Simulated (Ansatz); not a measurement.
This script makes an equation of state with a fit of RhN2, space group Pnnm with Ansatz's Python interface.

The script, `eos_rhn2.py`:
```python
'''Equation of state of RhN2.'''

import ansatz as az
import numpy as np
from scipy.optimize import curve_fit

vectors0 = np.array([
    [4.08754, 0.0, 0.0],
    [0.0, 4.91769, 0.0],
    [0.0, 0.0, 2.83453],
])
sites = [
    ('Rh', (0.5, 0.5, 0.5)),
    ('Rh', (0.0, 0.0, 0.0)),
    ('N', (0.37851, 0.91494, 0.5)),
    ('N', (0.62149, 0.08506, 0.5)),
    ('N', (0.12149, 0.41494, 0.0)),
    ('N', (0.87851, 0.58506, 0.0)),
]


def make_crystal(cell):
    crystal = az.Crystal(lattice=az.Lattice.of(cell))
    for symbol, position in sites:
        crystal = crystal.atom(symbol, position)
    return crystal

def vinet(v, e0, v0, b0, b1):
    eta = (v / v0) ** (1 / 3)
    return e0 + 2 * b0 * v0 / (b1 - 1) ** 2 * (2 - (5 + 3 * b1 * (eta - 1) - 3 * eta) * np.exp(-1.5 * (b1 - 1) * (eta - 1)))

# uniform scaling of the cell
volumes, energies = [], []
for scale in np.linspace(0.94, 1.06, 7):
    cell = vectors0 * scale ** (1 / 3)
    setup = (
        make_crystal(cell).calculation()
        .functional('r2scan')
        .occupations(az.OccupationsMethod.FERMI_DIRAC)  # fractional filling near the Fermi level
        .basis(600)  # cutoff of the orbital basis
        .kpoints(6, 5, 8)  # the mesh must be finer for metals
    )
    data = setup.run(threads=1, pin='off').report
    volumes.append(abs(np.linalg.det(cell)) / len(sites))
    energies.append(data['free_energy_ev'] / len(sites))
    print(f'V = {volumes[-1]:8.4f} A^3/atom  F = {energies[-1]:.5f} eV/atom')

guess = (min(energies), volumes[int(np.argmin(energies))], 0.5, 4.5)
(e0, v0, b0, b1), _ = curve_fit(vinet, np.array(volumes), np.array(energies), p0=guess, maxfev=20000)
print(f'Vinet fit: V0 = {v0:.4f} A^3/atom, B0 = {160.21766 * b0:.1f} GPa, B1 = {b1:.2f}')
print('largest residual', round(1000 * float(np.abs(vinet(np.array(volumes), e0, v0, b0, b1) - energies).max()), 3), 'meV/atom')
```

Where does the minimum lie against the volume typed, and how stiff is the crystal?

A third-order Birch-Murnaghan fit through the 7 points (the script's own form differs a little) has its minimum at 9.21 Å³ an atom, 3.0 % below the typed cell, with a bulk modulus of 305 GPa and dB/dP = 4.7. From that minimum the energy rises by 9.1 meV an atom on the compressed side and 63.2 meV on the expanded side.

The output:

```console
$ python eos_rhn2.py
V =   8.9265 A^3/atom  F = -2394.71748 eV/atom
V =   9.1164 A^3/atom  F = -2394.72558 eV/atom
V =   9.3063 A^3/atom  F = -2394.72575 eV/atom
V =   9.4963 A^3/atom  F = -2394.71887 eV/atom
V =   9.6862 A^3/atom  F = -2394.70573 eV/atom
V =   9.8761 A^3/atom  F = -2394.68702 eV/atom
V =  10.0660 A^3/atom  F = -2394.66337 eV/atom
Vinet fit: V0 = 9.2149 A^3/atom, B0 = 305.1 GPa, B1 = 4.68
largest residual 0.001 meV/atom
```

What to keep in mind:
- Absolute energies stand on the zero of these potentials, so only differences at equal settings mean something.
- The run is spin-unpolarised.
- Shape and fractional positions are held along the curve, so the bulk modulus is an upper value where they are free to relax.
- The mesh is modest for a metal, so energies can be off by several to tens of meV an atom and pressures by half a GPa or more; differences at equal mesh fare better.
- This cell is a computed structure, which may not be the phase found in nature.
- Wall time of the script: 69 s on 1 thread of Intel(R) Xeon(R) Platinum 8488C (Sapphire Rapids), on a shared host, peak memory 0.69 GiB.
